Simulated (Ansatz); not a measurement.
**CH6SSn: a ladder of functionals and wavefunction methods**

An exercise on one series of results from a longer session: the logs are not shown, and one member is left open.

Method: functionals in def2-TZVPP, the program's frozen cores in correlated methods; program: Ansatz 0.2.0, Gaussian basis.

The runs, in order: LDA (SPW92), PBE-D4, revPBE-D4, BLYP-D4, r2SCAN-D4, B97M-V, PBE0-D4, B3LYP-D4, r2SCANh-D4, r2SCAN0-D4, HSE06-D4, BHLYP-D4, CAM-B3LYP-D4, LC-ωPBE, ωB97X-V, ωB97M-V, B2PLYP, PBE-QIDH; CCSD(T)/def2-SVP; CCSD(T)/def2-TZVPP; CCSD(T)/def2-QZVPP; extrapolation to the limit; RPA on PBE.

### The geometry

An earlier PBE0-D4 in a triple-zeta def2 set relaxation fixed the geometry. Sn takes the def2 core potential; no spin-orbit term is included.

SMILES `C[S][SnH3]`, 9 atoms, charge 0, spin multiplicity 1.

Atoms are counted from 1 here; the program's logs count them from 0.

Bond lengths: C1–S2 1.817 Å, C1–H4 1.090 Å, C1–H5 1.090 Å, C1–H6 1.090 Å, S2–Sn3 2.394 Å, Sn3–H7 1.709 Å, Sn3–H8 1.701 Å, Sn3–H9 1.709 Å. Angles: S2–C1–H4 106.6°, S2–C1–H5 111.6°, S2–C1–H6 111.6°, H4–C1–H5 108.6°, H4–C1–H6 108.6°, H5–C1–H6 109.9°, C1–S2–Sn3 99.5°, S2–Sn3–H7 108.9°, S2–Sn3–H8 106.7°, S2–Sn3–H9 108.9°, H7–Sn3–H8 111.5°, H7–Sn3–H9 109.2°, H8–Sn3–H9 111.5°.

Set-up of the first run:

in.yaml reads:

```yaml
crystal:
  periodic: [false, false, false]
  atoms:
    - {symbol: C, position_ang: [-0.754120, 1.047799, -0.988663]}
    - {symbol: S, position_ang: [-0.671177, -0.767019, -0.982153]}
    - {symbol: Sn, position_ang: [0.734126, -1.093562, 0.928576]}
    - {symbol: H, position_ang: [-1.380678, 1.327011, -1.835974]}
    - {symbol: H, position_ang: [0.231615, 1.493643, -1.124221]}
    - {symbol: H, position_ang: [-1.212481, 1.431548, -0.076836]}
    - {symbol: H, position_ang: [2.224690, -0.301288, 0.660554]}
    - {symbol: H, position_ang: [0.942263, -2.773284, 1.102558]}
    - {symbol: H, position_ang: [-0.025837, -0.411047, 2.298960]}
basis:
  gaussian: {orbitals: def2-TZVPP}
hamiltonian: {xc: lda}
output: {orbitals: {seedname: orbitals}}
```

On the command line:

```bash
ansatz run in.yaml --threads 2 --pin off --events-out ev --progress --plain --max-ram 32768MiB --backend cpu
```

Among the steps run: LDA; PBE-D4 (GGA); revPBE-D4 (GGA); BLYP-D4 (GGA); r2SCAN-D4 (meta-GGA); B97M-V (meta-GGA); B3LYP-D4 (hybrid); r2SCANh-D4 (hybrid); r2SCAN0-D4 (hybrid); HSE06-D4 (hybrid); BHLYP-D4 (hybrid); CAM-B3LYP-D4 (range-separated); LC-ωPBE (range-separated); ωB97X-V (range-separated); ωB97M-V (range-separated); B2PLYP (double hybrid); PBE-QIDH (double hybrid).

One of the session's tables, all rows but one given; the rest of the session is left out.

It belongs to the step «Frontier levels by functional». 

```
  functional  HOMO (eV)  gap (eV)
 LDA (SPW92)      -5.60      4.12
      PBE-D4      -5.52      4.27
   revPBE-D4      -5.48      4.33
     BLYP-D4      -5.37      4.19
   r2SCAN-D4          ?         ?
      B97M-V      -5.90      4.87
     PBE0-D4      -6.72      6.29
    B3LYP-D4      -6.49      5.80
  r2SCANh-D4      -6.21      5.57
  r2SCAN0-D4      -6.88      6.65
    HSE06-D4      -6.32      5.53
    BHLYP-D4      -7.79      8.13
CAM-B3LYP-D4      -8.03      8.48
     LC-ωPBE      -9.41     10.96
     ωB97X-V      -9.06     10.49
     ωB97M-V      -8.90     10.03
```

Q: Estimate the row for r2SCAN-D4 from the others.

Worked estimate for «HOMO (eV)». Against the share of exact exchange, r2SCANh-D4 (0.1, -6.21), r2SCAN0-D4 (0.25, -6.88) give a slope of -4.47 per unit share; at 0 the line stands at -5.76.

As computed: HOMO (eV): -5.76; gap (eV): 4.84. In «HOMO (eV)» the line misses by 0.00.
